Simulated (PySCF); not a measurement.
# H3O4W (W(O)(OH)3+): the cost of one run

The runs use PySCF 2.14.0; PBE, W def2-SVP with ECP60, O def2-SVP, H def2-SVP; scalar-relativistic core potentials, no spin–orbit coupling.

3 further runs of the same task are left out: 2 for a known fault of the program, 1 that didn't finish.

**1. Starting geometry**

8 atoms, charge 1, spin multiplicity 1.

Bond lengths: W1–O2 1.691 Å, W1–O3 1.837 Å, W1–O5 1.838 Å, W1–O7 1.837 Å, O3–H4 0.981 Å, O5–H6 0.981 Å, O7–H8 0.981 Å. Angles: O2–W1–O3 108.6°, O2–W1–O5 108.6°, O2–W1–O7 108.6°, O3–W1–O5 110.4°, O3–W1–O7 110.1°, O5–W1–O7 110.4°, W1–O3–H4 142.6°, W1–O5–H6 142.2°, W1–O7–H8 142.6°.

Geometry (Å):

```xyz
8
H3O4W
W    -0.2849    0.0000    0.2187
O     0.6209    0.0000    1.6464
O     0.1383    1.5062   -0.7446
H     0.6931    2.3148   -0.7224
O    -2.0695    0.0000    0.6579
H    -2.6780    0.0000    1.4273
O     0.1383   -1.5062   -0.7446
H     0.6931   -2.3148   -0.7224
```

Formal oxidation states: W +6. An earlier session relaxed this geometry at PBE, W def2-SVP with ECP60, O def2-SVP, H def2-SVP (singlet, point group C3v).

Its energy there is -369.226426 Eh.

**2. Multiplicity 3 at the relaxed geometry**

Contents of run.py (the lines that set the calculation):

```python
mol = gto.M(atom='''
W     -0.28495     0.00000     0.21867
O      0.62089     0.00000     1.64642
O      0.13834     1.50621    -0.74463
H      0.69312     2.31480    -0.72239
O     -2.06946     0.00000     0.65787
H     -2.67798     0.00000     1.42735
O      0.13834    -1.50621    -0.74463
H      0.69312    -2.31480    -0.72239''',
    basis={'W': 'def2-SVP', 'O': 'def2-SVP', 'H': 'def2-SVP'},
    ecp={'W': 'def2-SVP'},
    charge=1, spin=2)
mf = dft.UKS(mol, xc='PBE')
mf.grids.atom_grid = (50, 194)
mf = mf.density_fit()  # fitting sets: W def2-universal-JKFIT, O def2-universal-JKFIT, H def2-universal-JKFIT
mf.conv_tol = 1e-08; mf.max_cycle = 55
mf.kernel(dm0)  # dm0: free metal ions and neutral atoms
```

The run is started by

```bash
$ OMP_NUM_THREADS=2 python run.py
```

**Question.** How long does this run take on 2 threads of Arm Neoverse V2, shared host?

About 59 s.
